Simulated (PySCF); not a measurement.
# C2H10AlNS: electronic excitations and core binding energies

Aim: predict the electronic excitations and core binding energies of C2H10AlNS (`CS[CH2][AlH2-][NH3+]`).

Computed with PySCF 2.14.0, with density-fitted response routines of our own, on a single molecule in the gas phase. Atoms are numbered from 0 throughout.

**1. The molecule as given**

15 atoms, charge 0, multiplicity 1; geometry from: GFN2-xTB.

Bonds of the start (Å): C0–S1 1.81, S1–C2 1.86, C2–Al3 2.01, Al3–N4 2.06, C0–H5 1.09, C0–H6 1.09, C0–H7 1.09, C2–H8 1.10, C2–H9 1.09, Al3–H10 1.56, Al3–H11 1.56, N4–H12 1.01, N4–H13 1.02, N4–H14 1.02.

**2. Ultraviolet spectrum: B3LYP/def2-SVPD**

The job: settings as JSON, then the geometry in Å.

```
{"job": {"kind": "uv", "xc": "B3LYP", "basis": "def2-SVPD", "nstates": 8, "ntriplets": 3}, "charge": 0, "multiplicity": 1}
C     -2.471947    -0.522323    -0.371683
S     -1.560542     0.305772     0.959530
C     -0.341993     1.243665    -0.093461
Al     0.695946    -0.452474     0.223630
N      2.482875    -0.032245    -0.703684
H     -3.120544    -1.262411     0.086183
H     -1.765896    -1.000675    -1.048749
H     -3.069294     0.216179    -0.899872
H     -0.005807     2.045632     0.579555
H     -0.932729     1.728078    -0.875067
H      0.346585    -1.767739    -0.544686
H      1.303531    -0.539327     1.662356
H      3.079648    -0.816786    -0.463415
H      2.452520     0.051135    -1.716390
H      2.903233     0.811510    -0.321816
```

Method: TDDFT B3LYP/def2-SVPD, vertical, gas phase, core orbitals frozen in the response.

Launch:

```
$ OMP_NUM_THREADS=1 python probes_run.py task.json out
```

The driver reads the jobs from task.json and runs them one after another.

**Question.** This job is followed by: delta-SCF UKS SCAN, pcX-2 on the ionised atom, pcseg-1 elsewhere, spin-free X2C. What will the session give for the following? lowest singlet (B3LYP/def2-SVPD); lowest triplet; surface potential, 1st and 99th percentile; C1s binding energies, SCAN/pcX-2; S1s binding energies, SCAN/pcX-2; S2p binding energies, SCAN/pcX-2; Al1s binding energies, SCAN/pcX-2; Al2p binding energies, SCAN/pcX-2; N1s binding energies, SCAN/pcX-2.

The runs gave:

```
                             quantity                        value
     lowest singlet (B3LYP/def2-SVPD)  4.30 eV (288 nm), f = 0.065
                       lowest triplet                      4.16 eV
surface potential, 1st and 99th percentile           -1.41 V and 2.42 V
     C1s binding energies, SCAN/pcX-2      C0 290.71, C2 289.45 eV
     S1s binding energies, SCAN/pcX-2                S1 2476.42 eV
     S2p binding energies, SCAN/pcX-2                 S1 169.03 eV
    Al1s binding energies, SCAN/pcX-2               Al3 1564.95 eV
    Al2p binding energies, SCAN/pcX-2                 Al3 78.57 eV
     N1s binding energies, SCAN/pcX-2                 N4 407.24 eV
```

What this shows: The lowest singlet, at 4.30 eV, is HOMO→LUMO 0.99 and is bright. The lowest triplet lies 0.15 eV below the lowest singlet (triplets in Tamm-Dancoff, singlets in full TDDFT). At B3LYP/def2-SVPD, counted by nearest atom on the grid, the HOMO lies on S1 52 %; C2 21 %, the LUMO on H12, H13, H14 about 25 % each; N4 6 %. C0 (methyl carbon bonded to S) binds its C1s electron 1.26 eV more tightly than C2 (sp3 CH2 bonded to Al and S).
